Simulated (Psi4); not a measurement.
# MP3/def2-SVP (core potential) run of InPH6 (SMILES [PH3+][InH3-])

Aim: the energy change on altering one bond length of InPH6 at MP3/def2-SVP (core potential), from 2 runs. 

The calculation is run with Psi4 1.11.

3 further runs of the same task are left out: 3 set aside as unsound or not needed.

### Step 1. The structure to begin with

InPH6 has 8 atoms, charge 0, and is taken as a singlet. As SMILES, `[PH3+][InH3-]`. The shape is that of a PBE0-D4/def2-TZVP optimisation.

Bond lengths: P1–In2 2.782 Å, P1–H3 1.411 Å, P1–H4 1.411 Å, P1–H5 1.411 Å, In2–H6 1.731 Å, In2–H7 1.731 Å, In2–H8 1.731 Å. Some angles: P1–In2–H6 95.3°, P1–In2–H7 95.1°, P1–In2–H8 95.2°, In2–P1–H3 119.8°, In2–P1–H4 119.6°, In2–P1–H5 119.7°, H6–In2–H7 119.2°, H6–In2–H8 119.2°, H7–In2–H8 119.2°, H3–P1–H4 97.6°.

### Step 2. A single-point energy at MP3/def2-SVP (core potential)

calc.py reads:

```python
import psi4

psi4.set_memory('1600 MB')
psi4.set_num_threads(1)
psi4.core.set_output_file('psi4.out', False)

geom = psi4.geometry("""
0 1
P
In 1 2.781854
H 1 1.41115 2 119.83785
H 1 1.410968 3 97.5585 2 130.53372
H 1 1.411119 4 97.55372 3 -98.70595
H 2 1.731054 1 95.26202 4 179.83632
H 2 1.731227 6 119.17634 1 98.87562
H 2 1.731188 6 119.20271 7 162.13328
symmetry c1
""")

psi4.set_options({
    'basis': 'def2-SVP',
    'puream': True,
    'e_convergence': 1e-09,
    'd_convergence': 1e-08,
    'scf_type': 'pk',
    'num_frozen_docc': 9,
    'mp_type': 'conv',
})

energy_value = psi4.energy('mp3')
print(f'mp3 energy: {energy_value:.10f} Eh')
for k, v in sorted(psi4.core.scalar_variables().items()):
    print(f'{k:45s} {v:18.10f}')
```

Command:

```
$ python calc.py
```

psi4.out:

```text
[...]
    !!!  WARNING: ECP capability is in beta. Please check occupations closely.  !!!
[...]
  Running in c1 symmetry.
[...]
  Nuclear repulsion =  114.498472465843378
[...]
  Multiplicity = 1
[...]
  Nalpha       = 21
  Nbeta        = 21
[...]
    Number of basis functions: 74
[...]
   @RHF iter   1:  -533.22791710893409   -1.39581e+00   3.15949e-03 DIIS/ADIIS
[...]
   @RHF iter  10:  -533.27904090620018   -1.13687e-12   2.81053e-09 DIIS
[...]
    Orbital Energies [Eh]
    ---------------------
    Doubly Occupied:
       1A    -79.970929     2A     -7.541182     3A     -5.440462
       4A     -5.440461     5A     -5.439273     6A     -5.353630
       7A     -3.613705     8A     -3.606189     9A     -3.606189
      10A     -1.004761    11A     -0.994665    12A     -0.994662
      13A     -0.991692    14A     -0.991685    15A     -0.902562
      16A     -0.572954    17A     -0.572929    18A     -0.561333
      19A     -0.420402    20A     -0.381245    21A     -0.381220
[...]
  @RHF Final Energy:  -533.27904090620018
   => Energetics <=
    Nuclear Repulsion Energy =            114.4984724658433777
    One-Electron Energy =               -1037.9907690750296752
    Two-Electron Energy =                 390.2132557029861459
    Total Energy =                       -533.2790409062001800
[...]
 Multipole Moments:
 ------------------------------------------------------------------------------------
     Multipole            Electronic (a.u.)      Nuclear  (a.u.)        Total (a.u.)
 ------------------------------------------------------------------------------------
 L = 1.  Multiply by 2.5417464519 to convert [e a0] to [Debye]
 Dipole X            :          0.0048454           -0.0050741           -0.0002287
 Dipole Y            :          0.0080347           -0.0077438            0.0002909
 Dipole Z            :         45.8536743          -47.4347408           -1.5810665
 Magnitude           :                                                    1.5810666
[...]
	SCS-MP2 Total Energy (a.u.)        :  -533.53267762847952
	SOS-MP2 Total Energy (a.u.)        :  -533.53892320200544
[...]
	SOS-PI-MP2 Total Energy (a.u.)     :  -533.55891414783662
[...]
	MP2 Total Energy (a.u.)            :  -533.52018648142791
[...]
	SCS-MP3 Total Energy (a.u.)        :  -533.54255778577431
[...]
	MP3 Total Energy (a.u.)            :  -533.55970711060695
[...]
```

Wall time 5.7 s (1 thread of Intel Xeon Platinum 8488C (Sapphire Rapids), shared host); peak memory 0.39 GiB.

### Step 3. The distorted shape at the same level

job.dat reads:

```
memory 1600 mb

molecule m {
  0 1
  P
  In 1 2.781854
  H 1 1.41115 2 119.83785
  H 1 1.410968 3 97.5585 2 130.53372
  H 1 1.411119 4 97.55372 3 -98.70595
  H 2 1.731054 1 95.26202 4 179.83632
  H 2 1.731227 6 119.17634 1 98.87562
  H 2 2.5968 6 119.20271 7 162.13327
  units angstrom
  symmetry c1
  no_reorient
  no_com
}

set reference rhf
set puream true
set e_convergence 1e-09
set d_convergence 1e-08
set scf_type pk
set num_frozen_docc 9
set mp_type conv

e, wfn = energy("mp3/def2-SVP", return_wfn=True)
print_variables()
```

Command:

```
$ psi4 -i job.dat -o job.out -n 1
```

job.out:

```text
[...]
    !!!  WARNING: ECP capability is in beta. Please check occupations closely.  !!!
[...]
  Running in c1 symmetry.
[...]
  Nuclear repulsion =  111.916005705172878
[...]
  Multiplicity = 1
[...]
  Nalpha       = 21
  Nbeta        = 21
[...]
    Number of basis functions: 74
[...]
   @RHF iter   1:  -533.16799144905224   -1.46189e+00   2.91197e-03 ADIIS/DIIS
[...]
   @RHF iter  10:  -533.21466738090294   -5.34328e-12   3.78691e-09 DIIS
[...]
    Orbital Energies [Eh]
    ---------------------
    Doubly Occupied:
       1A    -79.982518     2A     -7.552687     3A     -5.452056
       4A     -5.452037     5A     -5.450896     6A     -5.387698
       7A     -3.647456     8A     -3.641351     9A     -3.640071
      10A     -1.036477    11A     -1.028462    12A     -1.027960
      13A     -1.025677    14A     -1.021921    15A     -0.912649
      16A     -0.582458    17A     -0.581705    18A     -0.560714
      19A     -0.431886    20A     -0.402578    21A     -0.309684
[...]
  @RHF Final Energy:  -533.21466738090294
   => Energetics <=
    Nuclear Repulsion Energy =            111.9160057051728785
    One-Electron Energy =               -1032.0034634909816305
    Two-Electron Energy =                 386.8727904049057429
    Total Energy =                       -533.2146673809029380
[...]
 Multipole Moments:
 ------------------------------------------------------------------------------------
     Multipole            Electronic (a.u.)      Nuclear  (a.u.)        Total (a.u.)
 ------------------------------------------------------------------------------------
 L = 1.  Multiply by 2.5417464519 to convert [e a0] to [Debye]
 Dipole X            :          1.9141543           -1.0211643            0.8929900
 Dipole Y            :         -1.1011348            0.5825502           -0.5185846
 Dipole Z            :         45.5276789          -47.3272442           -1.7995653
 Magnitude           :                                                    2.0748004
[...]
	SCS-MP2 Total Energy (a.u.)        :  -533.46916183696078
	SOS-MP2 Total Energy (a.u.)        :  -533.47610765110187
[...]
	SOS-PI-MP2 Total Energy (a.u.)     :  -533.49621844111721
[...]
	MP2 Total Energy (a.u.)            :  -533.45527020867814
[...]
	SCS-MP3 Total Energy (a.u.)        :  -533.47954103045720
[...]
	MP3 Total Energy (a.u.)            :  -533.49678698266382
[...]
```

It took 6.3 s on 1 thread of Intel Xeon Platinum 8488C (Sapphire Rapids), shared host; peak memory 0.39 GiB.

### Step 4. Results

At MP3/def2-SVP (core potential), 9 core orbitals frozen:

| quantity | value |
| --- | --- |
| first shape: total energy | -533.55971 Eh |
| first shape: HOMO energy (Hartree–Fock orbitals) | -10.37 eV |
| first shape: LUMO energy (Hartree–Fock orbitals) | 2.32 eV |
| first shape: HOMO–LUMO gap (Hartree–Fock orbitals) | 12.69 eV |
| first shape: correlation energy (9 core orbitals frozen) | -280.7 mEh |
| distorted shape: total energy | -533.49679 Eh |
| distorted shape: HOMO energy (Hartree–Fock orbitals) | -8.43 eV |
| distorted shape: LUMO energy (Hartree–Fock orbitals) | 1.83 eV |
| distorted shape: HOMO–LUMO gap (Hartree–Fock orbitals) | 10.25 eV |
| distorted shape: correlation energy (9 core orbitals frozen) | -282.1 mEh |
| energy change with the In2–H8 bond stretched from 1.731 to 2.597 Å | 1.712 eV |

In words: One bond (distorted shape) is far stretched, which a spin-restricted single reference describes badly; perturbation theory on it can break down and give far too much correlation. With the In2–H8 bond stretched from 1.731 to 2.597 Å the energy rises by 1.71 eV (165 kJ/mol). The first shape isn't relaxed at this level, so the change isn't measured from a minimum. A restricted reference can't describe the breaking bond well at this length.
